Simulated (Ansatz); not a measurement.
**SiH3O4 (SMILES [O][Si](O)(O)O) at UPBE0/6-31G(d) (spherical functions)**

Aim: the electronic atomisation energy of SiH3O4 at UPBE0/6-31G* (spherical functions), from 4 runs. 

Program for the calculation: Ansatz 0.2.0.

60 further runs of the same task are left out: 4 that didn't finish, 56 set aside as unsound or not needed. Runs told in other sessions of the task aren't counted.

## (1) The structure to begin with

SiH3O4: 8 atoms, total charge 0, spin state doublet. As SMILES, `[O][Si](O)(O)O`. Geometry: relaxed at PBE0-D4/def2-TZVP. This is one conformer, not always the lowest.

Bond lengths: O1–Si2 1.656 Å, Si2–O3 1.631 Å, Si2–O4 1.622 Å, Si2–O5 1.624 Å, O3–H6 0.959 Å, O4–H7 0.959 Å, O5–H8 0.958 Å. Angles: O1–Si2–O3 102.2°, O1–Si2–O4 107.0°, O1–Si2–O5 116.5°, O3–Si2–O4 116.6°, O3–Si2–O5 108.2°, O4–Si2–O5 106.6°, Si2–O3–H6 117.6°, Si2–O4–H7 116.9°, Si2–O5–H8 118.2°.

## (2) The energy at UPBE0/6-31G(d) (spherical functions)

The input, molecule.yaml:

```yaml
crystal:
  periodic: [false, false, false]
  atoms:
    - {symbol: O, position_ang: [-1.417600, 0.247800, 1.193000]}
    - {symbol: Si, position_ang: [-0.195800, 0.058700, 0.091000]}
    - {symbol: O, position_ang: [1.117100, -0.067300, 1.049800]}
    - {symbol: O, position_ang: [-0.249900, 1.339100, -0.902700]}
    - {symbol: O, position_ang: [-0.266300, -1.263500, -0.849700]}
    - {symbol: H, position_ang: [1.271400, 0.633000, 1.686700]}
    - {symbol: H, position_ang: [-0.094000, 1.173100, -1.833800]}
    - {symbol: H, position_ang: [-0.165000, -2.120800, -0.434300]}
basis:
  gaussian:
    orbitals: 6-31G_st_-spherical.json
magnetization:
  spin_polarized: true
  initial_magnetization: 1
hamiltonian:
  xc: {name: PBE0}
accuracy: high
output: {orbitals: {seedname: orbitals}}
```

The basis set 6-31G* is read from a file made from the Basis Set Exchange's data (not shown).

Launch:

```sh
$ ansatz run molecule.yaml --threads 1 --pin off --max-ram 3480MiB --events-out events.jsonl --progress --plain --runs-dir runs
```

The program printed:

```text
Warning: RAYON_NUM_THREADS=1 ignored (pool sized by the plan → 1); use --threads N
Functional definition: PBE0
  name "PBE0"
  parameter a = 0.25
  parameter kappa = 0.804
  parameter beta = 0.06672455060314922
  exchange = (1 - a)*pbe_x(kappa = kappa, mu = beta*pi^2/3) + a*exact_x
  correlation = pbe_c(beta = beta)
1762 factors; integrals over basis functions are off by at most 3.3e-9 eV
mean field evaluation 1: about -16095.1799 eV, gradient 5.1e1 eV
mean field evaluation 2: about -16089.4314 eV, gradient 6.5e1 eV
mean field evaluation 4: about -16104.1361 eV, gradient 1.8e0 eV
mean field evaluation 8: about -16104.1798 eV, gradient 1.5e-1 eV
mean field evaluation 16: about -16104.1810 eV, gradient 1.2e-2 eV
mean field evaluation 32: about -16104.1811 eV, gradient 1.1e-6 eV
mean field -16104.18109176 eV, -591.8177393163 hartree, gradient 5.6e-8 eV, S^2 0.753031; 2 other end points of the search recorded, 0 dependent functions left out
reference -16104.18109430 eV, -591.8177394096 hartree; 25, 24 occupied and 55, 56 virtual orbitals, 1762 factors
Total energy: -16104.18109430 eV, -591.8177394096 hartree
```

It took 22 s on 1 thread of Arm Neoverse V2, shared host; peak memory 0.38 GiB.

## (3) The H atom at the same level

The input, job.yaml:

```yaml
basis:
  gaussian: {orbitals: "6-31G*"}
crystal:
  periodic: [false, false, false]
  atoms:
    - {symbol: H, position_ang: [0.000000, 0.000000, 0.000000]}
magnetization: {spin_polarized: true, initial_magnetization: 1}
hamiltonian: {xc: pbe0}
accuracy: high
```

Run the same way, it converges to -0.49911 Eh (log not shown).

## (4) The O atom, same level

The input, in.yaml:

```yaml
basis:
  gaussian: {orbitals: 6-31G_st_-spherical.json}
crystal:
  periodic: [false, false, false]
  atoms:
    - {symbol: O, position_ang: [0.000000, 0.000000, 0.000000]}
magnetization: {spin_polarized: true, initial_magnetization: 2}
hamiltonian: {xc: pbe0}
accuracy: high
```

The basis set 6-31G* is read from a file made from the Basis Set Exchange's data (not shown).

Run the same way, it converges to -74.98386 Eh (log not shown).

## (5) The Si atom at the same level

The input, job.yaml:

```yaml
crystal:
  periodic: [false, false, false]
  atoms:
    - symbol: Si
      position_ang: [0.000000, 0.000000, 0.000000]
basis:
  gaussian:
    orbitals: 6-31G_st_-spherical.json
magnetization:
  spin_polarized: true
  initial_magnetization: 2
hamiltonian:
  xc: {name: PBE0}
accuracy: high
```

The basis set 6-31G* is read from a file made from the Basis Set Exchange's data (not shown).

Run the same way, it converges to -289.22845 Eh (log not shown).

## (6) Summary of results

At UPBE0/6-31G* (spherical functions):

```
                                    quantity          value
                      molecule: total energy  -591.81774 Eh
molecule: HOMO energy (highest over α and β)       -8.70 eV
 molecule: LUMO energy (lowest over α and β)       -4.26 eV
                              molecule: ⟨S²⟩          0.753
                        H atom: total energy    -0.49911 Eh
                                H atom: ⟨S²⟩          0.750
                        O atom: total energy   -74.98386 Eh
                                O atom: ⟨S²⟩          2.002
                       Si atom: total energy  -289.22845 Eh
                               Si atom: ⟨S²⟩          2.002
               electronic atomisation energy      31.471 eV
```

Taking the molecule apart into free atoms costs 31.47 eV (726 kcal/mol), before zero-point energy and without spin-orbit coupling.
